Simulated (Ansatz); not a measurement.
**CH₂ISi− (SMILES [CH-]=[SiH]I): one structure at several levels**

How do the functionals fare away from a minimum? The structure is a structure displaced at random from a GFN2-xTB minimum.

Method: single points in def2-TZVPPD; program: Ansatz 0.2.0, Gaussian basis.

Cores are frozen in the correlated methods. Filled d shells of the heavier atoms are correlated. Core potentials replace the inner electrons past krypton, and spin-orbit coupling is left out.

## (1) Starting geometry

5 atoms, charge -1, spin multiplicity 1.

Atoms are counted from 1 here; the program's logs count them from 0.

Bond lengths: C1–Si2 1.726 Å, C1–H4 0.919 Å, Si2–I3 2.735 Å, Si2–H5 1.309 Å. Angles: Si2–C1–H4 118.0°, C1–Si2–I3 113.4°, C1–Si2–H5 152.9°, I3–Si2–H5 92.4°.

Coordinates:

```
C    -1.31140   -0.25680   -0.47200
Si    0.30930    0.17650   -0.06580
I     1.69530   -1.83410    1.16560
H    -1.84730    0.38530   -0.85270
H     1.26230    1.04560    0.15690
```

## (2) CCSD(T)/def2-TZVPPD

Contents of run/in.yaml:

```yaml
crystal:
  periodic: [false, false, false]
  atoms:
    - {symbol: C, position_ang: [-1.311400, -0.256800, -0.472000]}
    - {symbol: Si, position_ang: [0.309300, 0.176500, -0.065800]}
    - {symbol: I, position_ang: [1.695300, -1.834100, 1.165600]}
    - {symbol: H, position_ang: [-1.847300, 0.385300, -0.852700]}
    - {symbol: H, position_ang: [1.262300, 1.045600, 0.156900]}
basis:
  gaussian: {orbitals: "def2-TZVPPD.json"}
total_charge: -1
correlation: {method: ccsd_t}
output: {forces: true}
```

The basis file named in the input lies beside it (Basis Set Exchange, JSON).

The command line of these runs was not kept.

## (3) PBE0-D4/def2-TZVPPD

Edit run/in.yaml of step 2 so:

```diff
@@ -11,3 +11,3 @@
 total_charge: -1
-correlation: {method: ccsd_t}
-output: {forces: true}
+hamiltonian: {xc: pbe0, dispersion: d4}
+output: {forces: true, orbitals: {seedname: orbitals}}
```

## (4) wB97M-V/def2-TZVPPD

Edit run/in.yaml of step 3 so:

```diff
@@ -11,3 +11,3 @@
 total_charge: -1
-hamiltonian: {xc: pbe0, dispersion: d4}
-output: {forces: true, orbitals: {seedname: orbitals}}
+hamiltonian: {xc: {name: wB97M-V}}
+output: {forces: true}
```

## (5) r2SCAN-D4/def2-TZVPPD

Edit run/in.yaml of step 4 so:

```diff
@@ -11,3 +11,3 @@
 total_charge: -1
-hamiltonian: {xc: {name: wB97M-V}}
+hamiltonian: {xc: r2scan, dispersion: d4}
 output: {forces: true}
```

## (6) PBE-D4/def2-TZVPPD

Edit run/in.yaml of step 5 so:

```diff
@@ -11,3 +11,3 @@
 total_charge: -1
-hamiltonian: {xc: r2scan, dispersion: d4}
+hamiltonian: {xc: pbe, dispersion: d4}
 output: {forces: true}
```

## (7) SPW92/def2-TZVPPD

Edit run/in.yaml of step 6 so:

```diff
@@ -11,3 +11,3 @@
 total_charge: -1
-hamiltonian: {xc: pbe, dispersion: d4}
+hamiltonian: {xc: lda}
 output: {forces: true}
```

## (8) CAM-B3LYP-D4/def2-TZVPPD

Edit run/in.yaml of step 7 so:

```diff
@@ -11,3 +11,3 @@
 total_charge: -1
-hamiltonian: {xc: lda}
+hamiltonian: {xc: {name: CAM-B3LYP}, dispersion: d4}
 output: {forces: true}
```

(Steps that only read results are left out.)

What does the calculation give? Wanted: RMS force component; RMS force error; HOMO and LUMO, PBE0-D4; T1 diagnostic.

The runs gave:

```
              quantity                                                                                              value
   RMS force component                                                               4.191 to 4.428 eV/Å over the methods
       RMS force error  PBE0-D4 0.240, wB97M-V 0.287, r2SCAN-D4 0.183, PBE-D4 0.136, SPW92 0.323, CAM-B3LYP-D4 0.325 eV/Å
HOMO and LUMO, PBE0-D4                                                                                  -1.09 and 2.98 eV
         T1 diagnostic                                                                                              0.021
```

In words: On forces the order runs from PBE-D4 to CAM-B3LYP-D4. Frozen-core CCSD(T) forces in triple zeta carry basis errors of their own, and this is one geometry, so small gaps rank nothing. The restricted Hartree–Fock reference is unstable towards an unrestricted one at one or more of these structures.
